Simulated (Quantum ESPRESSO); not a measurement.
**Si: zone-centre phonons and dielectric response under several settings**

```xyz
2
Lattice="0.0000 2.7155 2.7291 2.7155 0.0000 2.7291 2.7155 2.7155 0.0000" Properties=species:S:1:pos:R:3 pbc="T T T"
Si    0.0000    0.0000    0.0000
Si    1.3578    1.3578    1.3645
```

All runs used Quantum ESPRESSO 7.5; k mesh 10 × 10 × 10, shifted; given cell, atoms relaxed; no spin polarisation; occupations smeared at first, fixed for the response.

```tsv
level	potentials	cutoff (eV)	pressure (GPa)	lowest optical mode without the field (cm⁻¹)	highest optical mode without the field (cm⁻¹)	ε∞ (mean)	ε0 (mean)
PBE	PseudoDojo 0.4.1 SR PBE standard	490	1.4	511	512	12.91	12.9
LDA	PseudoDojo 0.4.1 SR LDA standard	435	?	?	?	?	?
```

Problem. What stands in the row left open?

Solution. Pressure -2.3 GPa; lowest optical mode without the field 501 cm⁻¹; highest optical mode without the field 501 cm⁻¹; ε∞ 13.30; ε0 13.3.
